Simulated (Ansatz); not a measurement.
# CdBi15S24: the cost of one run

Program: Ansatz 0.2.0. Level of theory: DFT, PBE, plane-wave PAW, default files, scalar-relativistic, as far as a step names no other. These are calculated values, not measurements.

## 1. The starting structure

Symmetry: Pm, No. 6, monoclinic system. The conventional cell has a = 11.161 Å, b = 7.996 Å, c = 11.594 Å, α = 90.00°, β = 90.00°, γ = 90.00°. Around Bi (site symmetry 1) lie 6 S at 2.68 to 3.07 Å. Around Bi (site symmetry m) lie 6 S at 2.68 to 3.07 Å. Around Cd (site symmetry m) lie 5 S at 2.60 to 2.97 Å. Around Bi (site symmetry m) lie 5 S at 2.60 to 2.97 Å. Only part of the 30 independent sites is listed.

As a file:

```
Bi Cd S
1.0
    11.59359    0.00000    0.00000
     0.00000    7.99559    0.00000
     0.00000    0.00000   11.16062
Bi Cd S
15 1 24
Direct
  0.01755 0.12500 0.32634
  0.01755 0.62500 0.32634
  0.98245 0.37500 0.67366
  0.98245 0.87500 0.67366
  0.48245 0.37500 0.82634
  0.48245 0.87500 0.82634
  0.51755 0.12500 0.17366
  0.51755 0.62500 0.17366
  0.15647 0.87500 0.03264
  0.84353 0.12500 0.96736
  0.84353 0.62500 0.96736
  0.34353 0.12500 0.53264
  0.34353 0.62500 0.53264
  0.65647 0.37500 0.46736
  0.65647 0.87500 0.46736
  0.15647 0.37500 0.03264
  0.45179 0.37500 0.37125
  0.45179 0.87500 0.37125
  0.54821 0.12500 0.62875
  0.54821 0.62500 0.62875
  0.04821 0.12500 0.87125
  0.04821 0.62500 0.87125
  0.95179 0.37500 0.12875
  0.95179 0.87500 0.12875
  0.12160 0.37500 0.44355
  0.12160 0.87500 0.44355
  0.87840 0.12500 0.55645
  0.87840 0.62500 0.55645
  0.37840 0.12500 0.94355
  0.37840 0.62500 0.94355
  0.62160 0.37500 0.05645
  0.62160 0.87500 0.05645
  0.71064 0.12500 0.30866
  0.71064 0.62500 0.30866
  0.28936 0.37500 0.69134
  0.28936 0.87500 0.69134
  0.78936 0.37500 0.80866
  0.78936 0.87500 0.80866
  0.21064 0.12500 0.19134
  0.21064 0.62500 0.19134
```

Atom 9 of the input is the impurity.

## 2. Gradients at the starting positions

The input, input.yaml:

```yaml
crystal:
  lattice:
    - [11.5935907458, 0.0, 0.0]
    - [0.0, 7.99558748, 0.0]
    - [0.0, 0.0, 11.1606176657]
  atoms:
    - { symbol: Bi, position: [0.01755372, 0.125, 0.32634412] }
    - { symbol: Bi, position: [0.01755372, 0.625, 0.32634412] }
    - { symbol: Bi, position: [0.98244628, 0.375, 0.67365588] }
    - { symbol: Bi, position: [0.98244628, 0.875, 0.67365588] }
    - { symbol: Bi, position: [0.48244628, 0.375, 0.82634412] }
    - { symbol: Bi, position: [0.48244628, 0.875, 0.82634412] }
    - { symbol: Bi, position: [0.51755372, 0.125, 0.17365588] }
    - { symbol: Bi, position: [0.51755372, 0.625, 0.17365588] }
    - { symbol: Cd, position: [0.1564718, 0.375, 0.03264083] }
    - { symbol: Bi, position: [0.1564718, 0.875, 0.03264083] }
    - { symbol: Bi, position: [0.8435282, 0.125, 0.96735917] }
    - { symbol: Bi, position: [0.8435282, 0.625, 0.96735917] }
    - { symbol: Bi, position: [0.3435282, 0.125, 0.53264083] }
    - { symbol: Bi, position: [0.3435282, 0.625, 0.53264083] }
    - { symbol: Bi, position: [0.6564718, 0.375, 0.46735917] }
    - { symbol: Bi, position: [0.6564718, 0.875, 0.46735917] }
    - { symbol: S, position: [0.45179186, 0.375, 0.37124976] }
    - { symbol: S, position: [0.45179186, 0.875, 0.37124976] }
    - { symbol: S, position: [0.54820814, 0.125, 0.62875024] }
    - { symbol: S, position: [0.54820814, 0.625, 0.62875024] }
    - { symbol: S, position: [0.04820814, 0.125, 0.87124976] }
    - { symbol: S, position: [0.04820814, 0.625, 0.87124976] }
    - { symbol: S, position: [0.95179186, 0.375, 0.12875024] }
    - { symbol: S, position: [0.95179186, 0.875, 0.12875024] }
    - { symbol: S, position: [0.12159663, 0.375, 0.44355234] }
    - { symbol: S, position: [0.12159663, 0.875, 0.44355234] }
    - { symbol: S, position: [0.87840337, 0.125, 0.55644766] }
    - { symbol: S, position: [0.87840337, 0.625, 0.55644766] }
    - { symbol: S, position: [0.37840337, 0.125, 0.94355234] }
    - { symbol: S, position: [0.37840337, 0.625, 0.94355234] }
    - { symbol: S, position: [0.62159663, 0.375, 0.05644766] }
    - { symbol: S, position: [0.62159663, 0.875, 0.05644766] }
    - { symbol: S, position: [0.71064012, 0.125, 0.30865754] }
    - { symbol: S, position: [0.71064012, 0.625, 0.30865754] }
    - { symbol: S, position: [0.28935988, 0.375, 0.69134246] }
    - { symbol: S, position: [0.28935988, 0.875, 0.69134246] }
    - { symbol: S, position: [0.78935988, 0.375, 0.80865754] }
    - { symbol: S, position: [0.78935988, 0.875, 0.80865754] }
    - { symbol: S, position: [0.21064012, 0.125, 0.19134246] }
    - { symbol: S, position: [0.21064012, 0.625, 0.19134246] }
total_charge: -1
kpoints:
  mp_grid: { grid: [2, 3, 2] }
scf:
  occupations: { method: fermi_dirac, width: 0.01 }
hamiltonian:
  xc: pbe
  pseudopotentials: { kind: paw }
output:
  forces: true
  stress: true
  populations: true
  efg:
    quadrupole_moments_barn: { Bi: -0.516, S: -0.0694 }
    contact_densities: true
```

The run is started by

```bash
$ ansatz run input.yaml --threads 4 --pin off --max-ram 8192MiB --backend cpu --events-out ev --progress --plain --runs-dir out
```

What time and memory should one allow on 4 threads of an x86-64 CPU, shared host?

About 41 s, with a peak of 4.8 GiB.
